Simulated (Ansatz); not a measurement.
Sc3Hg, space group Pm-3m, a check of PAW against all-electron LAPW

With Ansatz 0.2.0 through its Python package.

Interactive session:
```pycon
>>> import ansatz as az
>>> import numpy as np
>>> def count_gap(report):
...     # lowest empty less highest filled band, counting bands; zero where they overlap
...     return max(report.get("gap_by_band_count_ev") or 0.0, 0.0)
...
>>> structure = (
...     az.Lattice.from_parameters(4.464651, 4.464651, 4.464651, alpha=90.0, beta=90.0, gamma=90.0)
...     .atom("Sc", [0.0, 0.5, 0.5])
...     .atom("Sc", [0.5, 0.0, 0.5])
...     .atom("Sc", [0.5, 0.5, 0.0])
...     .atom("Hg", [0.0, 0.0, 0.0])
... )
>>> structure.resolved().sites[-1]
Site(symbol='Hg', position=(0.0, 0.0, 0.0), moment=None, axis=None, held=None, saved=None)
>>> setup = (
...     structure.calculation()
...     .occupations("Fermi-Dirac", width=0.05)
...     .functional("lda")
...     .scf(tolerance=1e-10)
...     .kpoints(5)
...     .stress()
...     .forces()
...     .band_table()
... )
>>> variants = {
...     "PAW": setup.pseudopotentials("paw"),
...     "LAPW": setup.pseudopotentials("all_electron", lapw=True),
... }
>>> # totals differ by the cores that each treatment holds, so compare what does not depend on them
>>> rows = []
>>> for label, variant in variants.items():
...     r = variant.run().report
...     levels = np.array(r["eigenvalues_ev"][0]) - r["fermi_energy_ev"]
...     print(label, "levels at the first k-point near E_F:", np.round(levels[np.abs(levels) < 5], 3))
...     rows.append((label, r["n_electrons"], np.trace(r["stress_gpa"]) / 3, count_gap(r)))
...
DeckWarning: basis.ecutwfc = 420 eV, auto-derived from the records' recommended cutoffs: set by Sc (normal level)
PAW levels at the first k-point near E_F: [-2.548 -0.141 -0.141 -0.141 -0.094 -0.094  1.31   1.31   1.31   2.535]
LAPW levels at the first k-point near E_F: [-2.549 -0.141 -0.141 -0.141 -0.094 -0.094  1.313  1.313  1.313  2.535
  2.535  2.535]
>>> print("     treatment  electrons in bands           P GPa  gap by band count eV")
     treatment  electrons in bands           P GPa  gap by band count eV
>>> for row in rows:
...     print(f"{str(row[0]):>14s}  {row[1]:18.1f}  {row[2]:14.3f}  {row[3]:20.3f}")
...
           PAW                53.0          -5.542                 0.000
          LAPW                67.0          -5.535                 0.000
```

PAW gives -5.542 GPa and LAPW -5.535 GPa, 0.008 GPa apart. They took 1.1 and 8.7 s of processor time.

No spin polarisation was allowed. The computed bands are complete only to about 1.4 eV above the Fermi level. For a metal this k-point mesh is coarse: on a finer one energies can move by several to tens of meV an atom and pressures by half a GPa or more, differences at one mesh by less. A gap by band count of zero or less means overlapping bands, a metal, and at an odd count of electrons it is no gap at all. At these settings the cell as given stands under about -6 GPa, so it isn't at this functional's equilibrium volume. The structure comes from a database of computed cells and needn't be a stable or known phase. Levels are Kohn-Sham eigenvalues on this mesh, without spin-orbit coupling. Warnings are shown shortened and without file and line. Pressure is positive in compression; the treatments may keep other shells as core, so totals and counts of electrons can differ. Hardware and time: 10 s on 1 thread of Intel(R) Xeon(R) 6975P-C (Granite Rapids), with other jobs on the host, peak memory 0.54 GiB.
